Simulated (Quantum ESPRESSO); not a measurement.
# PtSe (P6_3mc) in Quantum ESPRESSO: settings compared, part 2 of 3

Quantum ESPRESSO 7.5. The steps go on from the part before.

## (3) Phonons, PBE

pw.in reads:

```
&CONTROL
  calculation = 'scf'
  prefix = 'pwscf'
  outdir = './tmp'
  pseudo_dir = './pseudo'
  tprnfor = .true.
  tstress = .true.
  disk_io = 'low'
/
&SYSTEM
  ibrav = 0
  celldm(1) = 8
  nat = 4
  ntyp = 2
  ecutwfc = 45
  ecutrho = 360
  nbnd = 31
  occupations = 'smearing'
  smearing = 'fd'
  degauss = 0.00367493
/
&ELECTRONS
  conv_thr = 8d-10
  electron_maxstep = 120
  mixing_beta = 0.5
/
ATOMIC_SPECIES
Pt   195.0840 pt_pbe_v1.4.uspp.F.UPF
Se    78.9710 se_pbe_v1.uspp.F.UPF
CELL_PARAMETERS alat
  1.0136992111482   0.0000000000000   0.0000000000000
 -0.5068496043930   0.8778892669192   0.0000000000000
  0.0000000000000   0.0000000000000   1.6602052595025
ATOMIC_POSITIONS crystal
Pt     0.6666666667    0.3333333333    0.0000000000
Pt     0.3333333333    0.6666666667    0.5000000000
Se     0.6666666667    0.3333333333    0.6252000000
Se     0.3333333333    0.6666666667    0.1252000000
K_POINTS automatic
4 4 2 0 0 1
```

relax.in reads:

```
&CONTROL
  calculation = 'vc-relax'
  prefix = 'pwscf'
  outdir = './tmp'
  pseudo_dir = './pseudo'
  tprnfor = .true.
  tstress = .true.
  disk_io = 'low'
  nstep = 40
  forc_conv_thr = 0.0001
  etot_conv_thr = 1d-06
/
&SYSTEM
  ibrav = 0
  celldm(1) = 8
  nat = 4
  ntyp = 2
  ecutwfc = 45
  ecutrho = 360
  nbnd = 31
  occupations = 'smearing'
  smearing = 'fd'
  degauss = 0.00367493
/
&ELECTRONS
  conv_thr = 8d-10
  electron_maxstep = 120
  mixing_beta = 0.5
/
&IONS
  ion_dynamics = 'bfgs'
/
&CELL
  cell_dynamics = 'bfgs'
  press = 0
  press_conv_thr = 0.2
/
ATOMIC_SPECIES
Pt   195.0840 pt_pbe_v1.4.uspp.F.UPF
Se    78.9710 se_pbe_v1.uspp.F.UPF
CELL_PARAMETERS alat
  1.0136992111482   0.0000000000000   0.0000000000000
 -0.5068496043930   0.8778892669192   0.0000000000000
  0.0000000000000   0.0000000000000   1.6602052595025
ATOMIC_POSITIONS crystal
Pt     0.6666666667    0.3333333333    0.0000000000
Pt     0.3333333333    0.6666666667    0.5000000000
Se     0.6666666667    0.3333333333    0.6252000000
Se     0.3333333333    0.6666666667    0.1252000000
K_POINTS automatic
4 4 2 0 0 1
```

scf2.in reads:

```
&CONTROL
  calculation = 'scf'
  prefix = 'pwscf'
  outdir = './tmp'
  pseudo_dir = './pseudo'
  tprnfor = .true.
  tstress = .true.
  disk_io = 'low'
/
&SYSTEM
  ibrav = 0
  celldm(1) = 8
  nat = 4
  ntyp = 2
  ecutwfc = 45
  ecutrho = 360
  nbnd = 31
  occupations = 'smearing'
  smearing = 'fd'
  degauss = 0.00367493
/
&ELECTRONS
  conv_thr = 1d-13
  electron_maxstep = 120
  mixing_beta = 0.5
  startingpot = 'file'
  startingwfc = 'file'
/
ATOMIC_SPECIES
Pt   195.0840 pt_pbe_v1.4.uspp.F.UPF
Se    78.9710 se_pbe_v1.uspp.F.UPF
CELL_PARAMETERS alat
  0.9716697533726  -0.0000000006651   0.0000000000000
 -0.4858348761103   0.8414906908422   0.0000000000000
  0.0000000000000   0.0000000000000   1.4941542533800
ATOMIC_POSITIONS crystal
Pt     0.6666666666    0.3333333332    0.0061556550
Pt     0.3333333332    0.6666666666    0.5061556550
Se     0.6666666666    0.3333333332    0.6190443450
Se     0.3333333332    0.6666666666    0.1190443450
K_POINTS automatic
4 4 2 0 0 1
```

ph.in reads:

```
phonons of PtSe
&INPUTPH
  prefix = 'pwscf'
  outdir = './tmp'
  tr2_ph = 1d-18
  fildyn = 'dyn'
  niter_ph = 90
  alpha_mix(1) = 0.4
/
0.0000000000 0.0000000000 0.0000000000
```

dynmat.in reads:

```
&INPUT
  fildyn = 'dyn'
  asr = 'crystal'
  filout = 'dynmat.disp'
  fileig = 'dynmat.eig'
/
```

Potentials or basis: GBRV 1.5 PBE.

On the command line:

```sh
$ OMP_NUM_THREADS=1 mpirun -n 4 pw.x -nk 2 -in pw.in > pw.out
$ OMP_NUM_THREADS=1 mpirun -n 4 pw.x -nk 2 -in relax.in > relax.out
$ OMP_NUM_THREADS=1 mpirun -n 4 pw.x -nk 2 -in scf2.in > scf2.out
$ OMP_NUM_THREADS=1 mpirun -n 4 ph.x -nk 2 -in ph.in > ph.out
$ OMP_NUM_THREADS=1 mpirun -n 1 dynmat.x -in dynmat.in > dynmat.out
```

pw.out:

```text
This program is part of the open-source Quantum ESPRESSO suite
     for quantum simulation of materials; please cite
[... 6 lines left out ...]
     using ibrav=0 with symmetry is DISCOURAGED, use correct ibrav instead

     K-points division:     npool     =       2
     Subspace diagonalization in iterative solution of the eigenvalue problem:
     a serial algorithm will be used

     --------------------
     sticks:   dense  smooth     PW     G-vecs:    dense   smooth      PW
     Min         819     408    120                43615    15442    2361
     Max         820     409    121                43616    15443    2362
     Sum        1639     817    241                87231    30885    4723

     Using Slab Decomposition

     bravais-lattice index     =            0
     lattice parameter (alat)  =       8.0000  a.u.
     unit-cell volume          =     756.4506 (a.u.)^3
     number of atoms/cell      =            4
     number of atomic types    =            2
[... 208 lines left out ...]
     5.0701   5.1512   5.4852   5.6395   6.1247   6.2571   7.1128   7.3162
    10.7680  11.4905  12.9237  13.3093  13.8979  14.3992  15.4057

     the Fermi energy is     7.1530 ev

!    total energy              =    -508.52923548 Ry
     estimated scf accuracy    <          2.9E-10 Ry
     smearing contrib. (-TS)   =      -0.00476677 Ry
     internal energy E=F+TS    =    -508.52446871 Ry

     The total energy is F=E-TS. E is the sum of the following terms:
     one-electron contribution =    -188.58101819 Ry
     hartree contribution      =     112.52451493 Ry
     xc contribution           =    -172.66543258 Ry
     ewald contribution        =    -259.80253287 Ry

     convergence has been achieved in  11 iterations

     negative rho (up, down):  3.570E-01 0.000E+00

     Forces acting on atoms (cartesian axes, Ry/au):

     atom    1 type  1   force =     0.00000000    0.00000000   -0.00288501
     atom    2 type  1   force =     0.00000000    0.00000000   -0.00288501
     atom    3 type  2   force =     0.00000000   -0.00000000    0.00288501
     atom    4 type  2   force =    -0.00000000    0.00000000    0.00288501

     Total force =     0.005770     Total SCF correction =     0.000001

     Computing stress (Cartesian axis) and pressure

     negative rho (up, down):  3.570E-01 0.000E+00
          total   stress  (Ry/bohr**3)                   (kbar)     P=     -110.53
  -0.00068553   0.00000000   0.00000000         -100.85        0.00        0.00
   0.00000000  -0.00068553   0.00000000            0.00     -100.85        0.00
   0.00000000   0.00000000  -0.00088313            0.00        0.00     -129.91

=------------------------------------------------------------------------------=
   JOB DONE.
=------------------------------------------------------------------------------=
```

Wall time 7.6 min (4 MPI ranks of AMD EPYC (Zen 3), shared host); peak memory 0.56 GiB.

What came out:

```yaml
Free_energy: -6919.7494 eV
Relaxed_volume: 23.17 Å³/atom
Relaxed_cell: a = 4.113 Å, b = 4.113 Å, c = 6.325 Å, α = 90.00°, β = 90.00°, γ = 120.00°
Space_group_after_relaxing_to_0.05_Å: P6_3mc (No. 186)
Pressure_after_relaxing: -0.1 GPa
Band_gap_on_the_k_mesh: none (metal or under the smearing width)
Highest_phonon_frequency_at_Γ: 200 cm⁻¹
```

Step by step:
```
step  energy change (eV)  largest force (eV/Å)  pressure (GPa)  volume (Å³)
   1              0.0000                0.0742          -11.05       112.09
   2             -0.3979                0.0939           -8.93       105.89
   3             -0.7633                0.0524           -4.15        97.71
   4             -0.8282                0.1948            2.35        91.04
   5             -0.8435                0.0942            0.01        93.10
   6             -0.8468                0.1046            0.00        93.11
   7             -0.8502                0.1110           -0.02        93.11
   8             -0.8546                0.1140           -0.04        93.11
   9             -0.8596                0.1103           -0.07        93.07
  10             -0.8631                0.0893           -0.11        92.96
  11             -0.8640                0.0728           -0.10        92.91
  12             -0.8654                0.0416           -0.06        92.80
  13             -0.8660                0.0049            0.02        92.67
  14             -0.8660                0.0009            0.00        92.69
```

Final structure:
```
Pt Se
1.0
     4.11348    0.00000    0.00000
    -2.05674    3.56238    0.00000
     0.00000    0.00000    6.32538
Pt Se
2 2
Direct
  0.66667 0.33333 0.00616
  0.33333 0.66667 0.50616
  0.66667 0.33333 0.61904
  0.33333 0.66667 0.11904
```

Phonon frequencies in cm⁻¹ (negative: imaginary):
```tsv
q point	frequencies
(0.000, 0.000, 0.000)	-9 -9 1 1 3 75 137 156 156 161 161 200
```

Optical modes at Γ, degenerate ones joined:
```tsv
cm⁻¹	components	symmetry	active in
9i	2	E2	Raman
75	1	B1	silent
137	1	A1	IR and Raman
156	2	E1	IR and Raman
161	2	E2	Raman
200	1	B1	silent
```

Caveat: the k mesh is coarse (spacing up to 0.45 Å⁻¹), so the values aren't converged; the mesh is thin for the phonons of a metal; the volume moved by over 15 % at a fixed basis, so the end points are rough.

## (4) Phonons, PBEsol

Changes to pw.in since step 3:

```diff
@@ -27,4 +27,4 @@
 ATOMIC_SPECIES
-Pt   195.0840 pt_pbe_v1.4.uspp.F.UPF
-Se    78.9710 se_pbe_v1.uspp.F.UPF
+Pt   195.0840 pt_pbesol_v1.4.uspp.F.UPF
+Se    78.9710 se_pbesol_v1.uspp.F.UPF
 CELL_PARAMETERS alat
```

Changes to relax.in since step 3:

```diff
@@ -38,4 +38,4 @@
 ATOMIC_SPECIES
-Pt   195.0840 pt_pbe_v1.4.uspp.F.UPF
-Se    78.9710 se_pbe_v1.uspp.F.UPF
+Pt   195.0840 pt_pbesol_v1.4.uspp.F.UPF
+Se    78.9710 se_pbesol_v1.uspp.F.UPF
 CELL_PARAMETERS alat
```

scf2.in reads:

```
&CONTROL
  calculation = 'scf'
  prefix = 'pwscf'
  outdir = './tmp'
  pseudo_dir = './pseudo'
  tprnfor = .true.
  tstress = .true.
  disk_io = 'low'
/
&SYSTEM
  ibrav = 0
  celldm(1) = 8
  nat = 4
  ntyp = 2
  ecutwfc = 45
  ecutrho = 360
  nbnd = 31
  occupations = 'smearing'
  smearing = 'fd'
  degauss = 0.00367493
/
&ELECTRONS
  conv_thr = 1d-13
  electron_maxstep = 120
  mixing_beta = 0.5
  startingpot = 'file'
  startingwfc = 'file'
/
ATOMIC_SPECIES
Pt   195.0840 pt_pbesol_v1.4.uspp.F.UPF
Se    78.9710 se_pbesol_v1.uspp.F.UPF
CELL_PARAMETERS alat
  0.9581484037023  -0.0000000006533   0.0000000000000
 -0.4790742012854   0.8297808585283   0.0000000000000
  0.0000000000000   0.0000000000000   1.4686821784120
ATOMIC_POSITIONS crystal
Pt     0.6666666666    0.3333333332    0.0073461622
Pt     0.3333333332    0.6666666666    0.5073461622
Se     0.6666666666    0.3333333332    0.6178538378
Se     0.3333333332    0.6666666666    0.1178538378
K_POINTS automatic
4 4 2 0 0 1
```

ph.in is that of step 3.

dynmat.in is that of step 3.

Potentials or basis: GBRV 1.5 PBEsol.

On the command line:

```sh
$ OMP_NUM_THREADS=1 mpirun -n 4 pw.x -nk 2 -in pw.in > pw.out
$ OMP_NUM_THREADS=1 mpirun -n 4 pw.x -nk 2 -in relax.in > relax.out
$ OMP_NUM_THREADS=1 mpirun -n 4 pw.x -nk 2 -in scf2.in > scf2.out
$ OMP_NUM_THREADS=1 mpirun -n 4 ph.x -nk 2 -in ph.in > ph.out
$ OMP_NUM_THREADS=1 mpirun -n 1 dynmat.x -in dynmat.in > dynmat.out
```

pw.out:

```text
This program is part of the open-source Quantum ESPRESSO suite
     for quantum simulation of materials; please cite
[... 6 lines left out ...]
     using ibrav=0 with symmetry is DISCOURAGED, use correct ibrav instead

     K-points division:     npool     =       2
     Subspace diagonalization in iterative solution of the eigenvalue problem:
     a serial algorithm will be used

     --------------------
     sticks:   dense  smooth     PW     G-vecs:    dense   smooth      PW
     Min         819     408    120                43615    15442    2361
     Max         820     409    121                43616    15443    2362
     Sum        1639     817    241                87231    30885    4723

     Using Slab Decomposition

     bravais-lattice index     =            0
     lattice parameter (alat)  =       8.0000  a.u.
     unit-cell volume          =     756.4506 (a.u.)^3
     number of atoms/cell      =            4
     number of atomic types    =            2
     number of electrons       =        44.00
     number of Kohn-Sham states=           31
     kinetic-energy cutoff     =      45.0000  Ry
     charge density cutoff     =     360.0000  Ry
     scf convergence threshold =      8.0E-10
     mixing beta               =       0.5000
     number of iterations used =            8  plain     mixing
     Exchange-correlation= SLA  PW   PSX  PSC
                           (   1   4  10   8   0   0   0)

     celldm(1)=   8.000000  celldm(2)=   0.000000  celldm(3)=   0.000000
     celldm(4)=   0.000000  celldm(5)=   0.000000  celldm(6)=   0.000000

     crystal axes: (cart. coord. in units of alat)
               a(1) = (   1.013699   0.000000   0.000000 )
               a(2) = (  -0.506850   0.877889   0.000000 )
               a(3) = (   0.000000   0.000000   1.660205 )

     reciprocal axes: (cart. coord. in units 2 pi/alat)
               b(1) = (  0.986486  0.569548 -0.000000 )
               b(2) = (  0.000000  1.139096  0.000000 )
               b(3) = (  0.000000 -0.000000  0.602335 )

     PseudoPot. # 1 for Pt read from file:
     pt_pbesol_v1.4.uspp.F.UPF
     Pseudo is Ultrasoft + core correction, Zval = 16.0
     Generated by new atomic code, or converted to UPF format
     Using radial grid of  985 points,  6 beta functions with:
                l(1) =   0
                l(2) =   0
                l(3) =   1
                l(4) =   1
                l(5) =   2
[... 34 lines left out ...]
        k(    1) = (   0.0000000   0.0000000   0.1505838), wk =   0.1250000
        k(    2) = (   0.0000000   0.2847740   0.1505838), wk =   0.7500000
        k(    3) = (   0.0000000  -0.5695479   0.1505838), wk =   0.3750000
        k(    4) = (   0.2466215   0.4271609   0.1505838), wk =   0.7500000

     Dense  grid:    87231 G-vectors     FFT dimensions: (  50,  50,  90)

     Smooth grid:    30885 G-vectors     FFT dimensions: (  36,  36,  60)

     Initial potential from superposition of free atoms

     starting charge      42.9998, renormalised to      44.0000

     negative rho (up, down):  3.761E-01 0.000E+00
     Starting wfcs are   32 randomized atomic wfcs

     Self-consistent Calculation

     iteration #  1     ecut=    45.00 Ry     beta= 0.50
     Davidson diagonalization with overlap
     ethr =  1.00E-02,  avg # of iterations =  4.0

     negative rho (up, down):  3.486E-01 0.000E+00
[... 76 lines left out ...]
     iteration # 10     ecut=    45.00 Ry     beta= 0.50
     Davidson diagonalization with overlap
     ethr =  1.20E-11,  avg # of iterations =  4.8

     negative rho (up, down):  3.528E-01 0.000E+00

     End of self-consistent calculation

          k = 0.0000 0.0000 0.1506 (  3862 PWs)   bands (ev):

   -45.1085 -45.1072 -45.0422 -45.0422 -45.0420 -45.0420  -6.6670  -6.3561
     2.0421   2.4316   2.6532   2.6532   2.8044   2.8044   4.7372   4.7372
     4.9406   4.9406   5.4135   6.9547   7.6362   7.6362   8.4505   8.4505
     8.6982   9.1484  12.9652  13.6615  13.6615  13.7484  14.3909

          k = 0.0000 0.2848 0.1506 (  3866 PWs)   bands (ev):

   -45.1082 -45.1073 -45.0429 -45.0427 -45.0424 -45.0421  -6.4863  -6.2490
     2.0209   2.1532   2.7713   2.7983   2.8399   3.0105   4.5982   4.7637
     4.8759   4.9796   5.4432   6.2069   6.5252   6.9600   7.6442   7.8949
     9.4997  10.5312  12.3362  12.8348  14.1002  14.3043  14.6464

          k = 0.0000-0.5695 0.1506 (  3870 PWs)   bands (ev):

   -45.1079 -45.1075 -45.0436 -45.0434 -45.0426 -45.0423  -6.2695  -6.1637
     1.8446   1.9514   2.9239   2.9789   3.0678   3.2557   4.7747   4.8178
     4.9544   5.0569   5.1144   5.1789   5.9880   6.2421   7.0922   7.2587
     9.8810  10.7516  12.6024  12.7929  14.6157  14.6429  15.0722

          k = 0.2466 0.4272 0.1506 (  3847 PWs)   bands (ev):

   -45.1079 -45.1075 -45.0433 -45.0432 -45.0428 -45.0425  -6.2719  -6.1637
     2.0711   2.0780   2.6844   2.8986   3.0830   3.1497   4.5824   4.7699
     4.9032   4.9874   5.3139   5.4671   5.9551   6.0846   6.9458   7.1527
    10.5600  11.2992  12.6784  13.0665  13.6510  14.1550  15.1550

     the Fermi energy is     6.9846 ev

!    total energy              =    -507.59509880 Ry
     estimated scf accuracy    <          6.8E-10 Ry
     smearing contrib. (-TS)   =      -0.00475077 Ry
     internal energy E=F+TS    =    -507.59034804 Ry

     The total energy is F=E-TS. E is the sum of the following terms:
     one-electron contribution =    -188.60802539 Ry
     hartree contribution      =     112.30010046 Ry
     xc contribution           =    -171.47989024 Ry
     ewald contribution        =    -259.80253287 Ry

     convergence has been achieved in  10 iterations

     negative rho (up, down):  3.528E-01 0.000E+00

     Forces acting on atoms (cartesian axes, Ry/au):

     atom    1 type  1   force =    -0.00000000    0.00000000   -0.00209480
     atom    2 type  1   force =     0.00000000   -0.00000000   -0.00209480
     atom    3 type  2   force =     0.00000000    0.00000000    0.00209480
     atom    4 type  2   force =     0.00000000    0.00000000    0.00209480

     Total force =     0.004190     Total SCF correction =     0.000004

     Computing stress (Cartesian axis) and pressure

     negative rho (up, down):  3.528E-01 0.000E+00
          total   stress  (Ry/bohr**3)                   (kbar)     P=     -142.54
  -0.00090580   0.00000000   0.00000000         -133.25        0.00        0.00
   0.00000000  -0.00090580   0.00000000            0.00     -133.25        0.00
  -0.00000000  -0.00000000  -0.00109521           -0.00       -0.00     -161.11

=------------------------------------------------------------------------------=
   JOB DONE.
=------------------------------------------------------------------------------=
```

scf2.out:

```text
This program is part of the open-source Quantum ESPRESSO suite
     for quantum simulation of materials; please cite
[... 6 lines left out ...]
     using ibrav=0 with symmetry is DISCOURAGED, use correct ibrav instead

     K-points division:     npool     =       2
[... 283 lines left out ...]
  -0.00000928  -0.00000000   0.00000000           -1.37       -0.00        0.00
  -0.00000000  -0.00000928   0.00000000           -0.00       -1.37        0.00
   0.00000000   0.00000000  -0.00000814            0.00        0.00       -1.20

=------------------------------------------------------------------------------=
   JOB DONE.
=------------------------------------------------------------------------------=
```

It took 7.6 min on 4 MPI ranks of AMD EPYC (Zen 3), shared host; peak memory 0.56 GiB.

What came out:

| Property | Result |
| --- | --- |
| Free energy | -6907.5585 eV |
| Relaxed volume | 22.15 Å³/atom |
| Relaxed cell | a = 4.056 Å, b = 4.056 Å, c = 6.218 Å, α = 90.00°, β = 90.00°, γ = 120.00° |
| Space group after relaxing (to 0.05 Å) | P6_3mc (No. 186) |
| Pressure after relaxing | -0.1 GPa |
| Band gap on the k mesh | none (metal or under the smearing width) |
| Highest phonon frequency at Γ | 213 cm⁻¹ |

The path:
| step | energy change (eV) | largest force (eV/Å) | pressure (GPa) | volume (Å³) |
| --- | --- | --- | --- | --- |
| 1 | 0.0000 | 0.0539 | -14.25 | 112.09 |
| 2 | -0.6605 | 0.0731 | -11.79 | 104.14 |
| 3 | -1.2576 | 0.0135 | -5.08 | 93.73 |
| 4 | -1.3308 | 0.2517 | 3.20 | 86.71 |
| 5 | -1.3544 | 0.1364 | -0.07 | 89.07 |
| 6 | -1.3589 | 0.1470 | -0.04 | 89.04 |
| 7 | -1.3638 | 0.1529 | -0.04 | 89.02 |
| 8 | -1.3706 | 0.1539 | -0.06 | 88.99 |
| 9 | -1.3786 | 0.1446 | -0.07 | 88.90 |
| 10 | -1.3845 | 0.0863 | -0.10 | 88.73 |
| 11 | -1.3855 | 0.0621 | -0.07 | 88.68 |
| 12 | -1.3861 | 0.0391 | -0.04 | 88.64 |
| 13 | -1.3865 | 0.0005 | 0.00 | 88.59 |
| 14 | -1.3865 | 0.0005 | 0.00 | 88.59 |

Final structure:
```
Pt Se
1.0
     4.05624    0.00000    0.00000
    -2.02812    3.51281    0.00000
     0.00000    0.00000    6.21755
Pt Se
2 2
Direct
  0.66667 0.33333 0.00735
  0.33333 0.66667 0.50735
  0.66667 0.33333 0.61785
  0.33333 0.66667 0.11785
```

Phonon frequencies in cm⁻¹ (negative: imaginary):
```csv
q point,frequencies
"(0.000, 0.000, 0.000)",-19 -19 1 1 3 77 169 172 172 181 181 213
```

Optical modes at Γ, degenerate ones joined:
```tsv
cm⁻¹	components	symmetry	active in
19i	2	E2	Raman
77	1	B1	silent
169	1	A1	IR and Raman
172	2	E1	IR and Raman
181	2	E2	Raman
213	1	B1	silent
```

Caveat: the k mesh is coarse (spacing up to 0.45 Å⁻¹), so the values aren't converged; the mesh is thin for the phonons of a metal; some modes are imaginary; the volume moved by over 15 % at a fixed basis, so the end points are rough. The run has no spin-orbit coupling, so splittings on Pt are missing.

(Part 2 of 3 ends here.)
